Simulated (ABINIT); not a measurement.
A run of ABINIT 10.8.3 (patched build):

File run.abi:

```
pp_dirpath "./"
pseudos "Ge.upf, Ga.upf"

acell 3*1.0
rprim
     0.0000000000     5.4761315119     5.4761315119
     5.4761315119     0.0000000000     5.4761315119
     5.4761315119     5.4761315119     0.0000000000
ntypat 2
znucl 32 31
natom 2
typat 1 2
xcart
     0.0000000000     0.0000000000     0.0000000000
     2.7380657559     2.7380657559     2.7380657559

ecut 40.0

kptopt 1
ngkpt 6 6 6
nshiftk 1
shiftk 0.0 0.0 0.0

ixc -116133

nband 18
occopt 3
tsmear 0.05 eV

nstep 100
tolvrs 1.0e-10

iomode 3
prtwf 0
prtden 0
prteig 0
prtebands 0
enunit 2
prtvol 2
```

Potentials or basis: PseudoDojo NC SR PBEsol v0.4.1 standard.

Run with:

```console
$ abinit run.abi > log 2>&1
```

Hardware: 1 thread of Arm Neoverse V2 (shared host).

**Question.** Estimate the wall time of this run.

**Answer.** Run time: 44 s on 1 thread of Arm Neoverse V2, on a shared host, peak memory 0.1 GiB. Counts: scf iterations 12, mpi ranks 1, k points 16, bands 18, plane waves 3984.
